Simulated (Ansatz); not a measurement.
**C₂H₇NOSi: how energies converge with the basis set**

The task here is to estimate one member of a computed series from the others.

Program: Ansatz 0.2.0, Gaussian basis. Level of theory: one geometry, several basis sets. These are calculated values, not measurements.

Levels to be run: PBE0-D4/def2-SVP; ωB97M-V/def2-SVP; PBE0-D4/def2-QZVPP; ωB97M-V/def2-QZVPP; the functionals' def2-TZVPP values are taken from earlier runs.

## The relaxed structure

The geometry comes from an earlier relaxation with PBE0-D4 in a triple-zeta def2 set; it is a stationary point, not always the lowest conformer.

SMILES `CN(C)[Si]O`, 12 atoms, charge 0, spin multiplicity 1.

Atoms are counted from 1 here; the program's logs count them from 0.

Bond lengths: C1–N2 1.440 Å, C1–H6 1.092 Å, C1–H7 1.097 Å, C1–H8 1.097 Å, N2–C3 1.447 Å, N2–Si4 1.727 Å, C3–H9 1.097 Å, C3–H10 1.094 Å, C3–H11 1.097 Å, Si4–O5 1.655 Å, O5–H12 0.960 Å. Angles: N2–C1–H6 111.8°, N2–C1–H7 111.3°, N2–C1–H8 111.2°, H6–C1–H7 107.5°, H6–C1–H8 107.3°, H7–C1–H8 107.6°, C1–N2–C3 112.5°, C1–N2–Si4 130.3°, C3–N2–Si4 117.2°, N2–C3–H9 111.4°, N2–C3–H10 109.9°, N2–C3–H11 111.4°, H9–C3–H10 108.1°, H9–C3–H11 107.9°, H10–C3–H11 108.1°, N2–Si4–O5 104.7°, Si4–O5–H12 122.8°.

Set-up of the first run:

The input, in.yaml:

```yaml
crystal:
  periodic: [false, false, false]
  atoms:
    - {symbol: C, position_ang: [-0.987678, -0.292282, 0.440809]}
    - {symbol: N, position_ang: [0.294058, 0.058420, -0.113598]}
    - {symbol: C, position_ang: [1.350701, -0.823089, 0.333104]}
    - {symbol: Si, position_ang: [0.732387, 1.332821, -1.192962]}
    - {symbol: O, position_ang: [-0.683156, 2.138660, -1.486761]}
    - {symbol: H, position_ang: [-1.778002, 0.371350, 0.084394]}
    - {symbol: H, position_ang: [-0.977772, -0.233496, 1.536484]}
    - {symbol: H, position_ang: [-1.271979, -1.315954, 0.166495]}
    - {symbol: H, position_ang: [1.461288, -0.793845, 1.424260]}
    - {symbol: H, position_ang: [2.301951, -0.519517, -0.112791]}
    - {symbol: H, position_ang: [1.153954, -1.862419, 0.041934]}
    - {symbol: H, position_ang: [-1.518654, 1.884251, -1.087269]}
basis:
  gaussian: {orbitals: def2-SVP}
hamiltonian: {xc: pbe0, dispersion: d4}
output: {orbitals: {seedname: orbitals}}
```

Started as:

```console
> ansatz run in.yaml --threads 4 --pin off --events-out ev --progress --plain --max-ram 10444MiB
```

Among the steps run: PBE0-D4 in def2-SVP; ωB97M-V in def2-SVP; PBE0-D4 in def2-QZVPP; ωB97M-V in def2-QZVPP.

One table of the session follows, with a row left open; its other results are not shown here.

It belongs to the step «Density functionals: the series». 

| functional | basis | HOMO (eV) |
| --- | --- | --- |
| PBE0-D4 | def2-SVP | -6.51 |
| PBE0-D4 | def2-TZVPP | -6.64 |
| PBE0-D4 | def2-QZVPP | ? |
| ωB97M-V | def2-SVP | -8.64 |
| ωB97M-V | def2-TZVPP | -8.80 |
| ωB97M-V | def2-QZVPP | -8.84 |

Estimate the missing values for PBE0-D4, def2-QZVPP.

The run gave: HOMO (eV): -6.68. In the column «HOMO (eV)» it lies between ωB97M-V, def2-SVP (-8.64) and PBE0-D4, def2-TZVPP (-6.64).
